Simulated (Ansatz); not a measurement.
# CH₃BrOSSi: how energies converge with the basis set

Aim: see how fast density functionals converge with the basis set for CH₃BrOSSi.

The runs use Ansatz 0.2.0, Gaussian basis; one geometry, several basis sets.

Plan: PBE0-D4/def2-SVP; ωB97M-V/def2-SVP; PBE0-D4/def2-QZVPP; ωB97M-V/def2-QZVPP; the functionals' def2-TZVPP values are taken from earlier runs.

**1. Structure used throughout**

All runs share one geometry, relaxed beforehand with PBE0-D4 in a triple-zeta def2 set.

8 atoms, charge 0, spin multiplicity 1.

Atoms are counted from 1 here; the program's logs count them from 0.

Bond lengths: S1–Si2 2.105 Å, S1–H6 1.344 Å, Si2–O3 1.664 Å, Si2–C4 1.802 Å, Si2–H7 1.474 Å, O3–C4 1.445 Å, C4–Br5 1.931 Å, C4–H8 1.085 Å. Angles: Si2–S1–H6 92.5°, S1–Si2–O3 115.9°, S1–Si2–C4 124.3°, S1–Si2–H7 112.3°, O3–Si2–C4 49.1°, O3–Si2–H7 118.5°, C4–Si2–H7 121.1°, Si2–O3–C4 70.4°, Si2–C4–O3 60.5°, Si2–C4–Br5 121.9°, Si2–C4–H8 127.3°, O3–C4–Br5 114.3°, O3–C4–H8 113.6°, Br5–C4–H8 108.3°.

**2. PBE0-D4 in def2-SVP**

File in.yaml:

```yaml
crystal:
  periodic: [false, false, false]
  atoms:
    - {symbol: S, position_ang: [0.337112, 2.237015, 0.615628]}
    - {symbol: Si, position_ang: [0.068385, 0.153531, 0.476108]}
    - {symbol: O, position_ang: [1.219740, -0.672063, -0.396790]}
    - {symbol: C, position_ang: [-0.053298, -0.752930, -1.076470]}
    - {symbol: Br, position_ang: [-0.795028, -2.533809, -1.162292]}
    - {symbol: H, position_ang: [-0.238939, 2.288480, 1.828886]}
    - {symbol: H, position_ang: [-0.410327, -0.434111, 1.740313]}
    - {symbol: H, position_ang: [-0.035446, -0.343115, -2.081083]}
basis:
  gaussian: {orbitals: def2-SVP}
hamiltonian: {xc: pbe0, dispersion: d4}
output: {orbitals: {seedname: orbitals}}
```

Command:

```
> ansatz run in.yaml --threads 4 --pin off --events-out ev --progress --plain --max-ram 10444MiB
```

The runs that follow: ωB97M-V in def2-SVP; PBE0-D4 in def2-QZVPP; ωB97M-V in def2-QZVPP.

**Question.** What will the summary of the whole plan be? Wanted: PBE0-D4: double and triple zeta above quadruple; ωB97M-V: double and triple zeta above quadruple.

The runs gave:

| quantity | value |
| --- | --- |
| PBE0-D4: double and triple zeta above quadruple | 21.21, 2.21 eV |
| ωB97M-V: double and triple zeta above quadruple | 21.14, 2.11 eV |

For PBE0-D4 the step from double to triple zeta gains 19.00 eV and the next only 2.21 eV. These are total energies; as a rule much of such shifts cancels in differences, which this series doesn't test. The LUMO of ωB97M-V is positive and keeps falling with the basis (1.55 to 0.90 eV): an unbound level that the basis holds in place.
